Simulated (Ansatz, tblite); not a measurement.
# SiHMe2(nBu) (C6H16Si): rung by rung

How do method and basis change the picture of SiHMe2(nBu) (C6H16Si) (singlet)?

Method: as each input shows; program: Ansatz 0.2.0, Gaussian basis.

Plan: GFN1-xTB, GFN2-xTB, PBE-D4/def2-TZVP, r2SCAN-D4/def2-TZVP, ωB97X-V/def2-TZVP, B97M-V/def2-TZVP, CAM-B3LYP-D4/def2-TZVP, PBE-D4/def2-SVP, PBE0-D4/def2-SVP, PBE0-D4/def2-TZVPD, PBE-D4/def2-TZVPD, ωB97X-V/def2-TZVPD, CCSD(T)/def2-SVP, MP2/def2-TZVP, RPA/def2-TZVP.

3 further runs of the same task are left out: 1 that didn't finish, 2 set aside as unsound or not needed.

### 1 The geometry

The geometry is that of the singlet, from an earlier relaxation (PBE-D4/def2-SVP).

23 atoms, charge 0, spin multiplicity 1.

Bond lengths: Si1–H2 1.514 Å, Si1–C3 1.894 Å, Si1–C7 1.895 Å, Si1–C11 1.901 Å, C3–H4 1.109 Å, C3–H5 1.109 Å, C3–H6 1.110 Å, C7–H8 1.109 Å, C7–H9 1.109 Å, C7–H10 1.110 Å, C11–C12 1.537 Å, C11–H15 1.115 Å, C11–H16 1.113 Å, C12–C13 1.538 Å, C12–H17 1.114 Å, C12–H18 1.113 Å, C13–C14 1.531 Å, C13–H19 1.112 Å and more. Angles: H2–Si1–C3 108.9°, H2–Si1–C7 108.7°, H2–Si1–C11 108.4°, C3–Si1–C7 110.2°, C3–Si1–C11 109.8°, C7–Si1–C11 110.6°, Si1–C3–H4 111.2°, Si1–C3–H5 111.3°, Si1–C3–H6 110.9°, H4–C3–H5 107.7°, H4–C3–H6 107.8°, H5–C3–H6 107.8°, Si1–C7–H8 111.1°, Si1–C7–H9 111.6°, Si1–C7–H10 110.8°, H8–C7–H9 107.6°, H8–C7–H10 107.7°, H9–C7–H10 107.8° and more.

PBE0-D4/def2-TZVP was run before; its log isn't repeated, and its numbers join the tables.

### 2 GFN1-xTB

Tight binding, by tblite at 300 K electronic temperature and without a spin-polarisation term:

```python
tblite.interface.Calculator('GFN1-xTB', numbers, positions, charge=0, uhf=0).singlepoint()
```

Energy -630.6337 eV, HOMO -11.49 eV, LUMO -4.49 eV; 0.07 s.

### 3 GFN2-xTB

Tight binding, by tblite at 300 K electronic temperature and without a spin-polarisation term:

```python
tblite.interface.Calculator('GFN2-xTB', numbers, positions, charge=0, uhf=0).singlepoint()
```

Energy -618.1183 eV, HOMO -10.46 eV, LUMO -3.88 eV; 0.037 s.

### 4 PBE-D4/def2-TZVP

start.molden holds the orbitals of an earlier run on this state, given as this run's starting guess.

The input, in.yaml:

```yaml
crystal:
  periodic: [false, false, false]
  atoms:
    - {symbol: Si, position_ang: [1.041891, 1.359470, 0.328218]}
    - {symbol: H, position_ang: [1.258395, 1.291179, 1.825155]}
    - {symbol: C, position_ang: [2.721451, 1.540180, -0.528488]}
    - {symbol: H, position_ang: [3.383688, 0.679756, -0.300276]}
    - {symbol: H, position_ang: [3.242967, 2.463243, -0.202271]}
    - {symbol: H, position_ang: [2.600316, 1.591406, -1.630686]}
    - {symbol: C, position_ang: [-0.056063, 2.854859, -0.059014]}
    - {symbol: H, position_ang: [0.425029, 3.799199, 0.268526]}
    - {symbol: H, position_ang: [-1.037835, 2.783508, 0.452058]}
    - {symbol: H, position_ang: [-0.245933, 2.932705, -1.150037]}
    - {symbol: C, position_ang: [0.202026, -0.251726, -0.232362]}
    - {symbol: C, position_ang: [-1.159621, -0.539433, 0.420277]}
    - {symbol: C, position_ang: [-1.851741, -1.822955, -0.068847]}
    - {symbol: C, position_ang: [-1.093991, -3.114106, 0.251389]}
    - {symbol: H, position_ang: [0.093795, -0.212009, -1.341134]}
    - {symbol: H, position_ang: [0.915240, -1.082165, -0.032669]}
    - {symbol: H, position_ang: [-1.035038, -0.595449, 1.526190]}
    - {symbol: H, position_ang: [-1.843346, 0.320025, 0.242351]}
    - {symbol: H, position_ang: [-2.866726, -1.873058, 0.383592]}
    - {symbol: H, position_ang: [-2.015824, -1.749502, -1.168160]}
    - {symbol: H, position_ang: [-1.657040, -4.009174, -0.082334]}
    - {symbol: H, position_ang: [-0.102207, -3.148288, -0.245537]}
    - {symbol: H, position_ang: [-0.919434, -3.217655, 1.344060]}
basis:
  gaussian: {orbitals: def2-TZVP, initial_orbitals: start.molden}
hamiltonian: {xc: pbe, dispersion: d4}
scf: {omitted_lower_state_checks: [starts]}
output: {orbitals: {seedname: orbitals}}
```

The run is started by

```bash
$ ansatz run in.yaml --threads 4 --pin off --events-out ev --progress --plain --max-ram 4787MiB
```

After this run come: r2SCAN-D4/def2-TZVP; ωB97X-V/def2-TZVP; B97M-V/def2-TZVP; CAM-B3LYP-D4/def2-TZVP; PBE-D4/def2-SVP; PBE0-D4/def2-SVP; PBE0-D4/def2-TZVPD; PBE-D4/def2-TZVPD; ωB97X-V/def2-TZVPD; CCSD(T)/def2-SVP; MP2/def2-TZVP; RPA/def2-TZVP.

Before running them: what should the planned runs give, taken together? Wanted: gap in def2-TZVP, named functionals, smallest and largest; correlation energy, CCSD(T)/def2-SVP; correlation energy, MP2/def2-TZVP; binding an atom, CCSD(T)/def2-SVP; PBE0 total energy, smallest basis above largest.

**Answer**, as computed:

| quantity | value |
| --- | --- |
| gap in def2-TZVP, named functionals, smallest and largest | 6.91 eV (PBE-D4), 13.11 eV (ωB97X-V) |
| correlation energy, CCSD(T)/def2-SVP | -30.26 eV |
| correlation energy, MP2/def2-TZVP | -31.31 eV |
| binding an atom, CCSD(T)/def2-SVP | 3.832 eV |
| PBE0 total energy, smallest basis above largest | 9.60 eV (def2-SVP, def2-TZVPD) |

What this shows: Over the named functionals in def2-TZVP the gap runs from 6.91 eV (PBE-D4) to 13.11 eV (ωB97X-V); exact exchange widens it. The functionals in def2-TZVP miss CCSD(T)/def2-SVP by +0.153 (B97M-V) to +0.202 eV (PBE-D4) an atom. The yardstick is in a double-zeta basis, so levels in larger sets aren't compared like for like. CCSD(T)/def2-SVP isn't at the basis-set limit; small misses against it rank nothing.
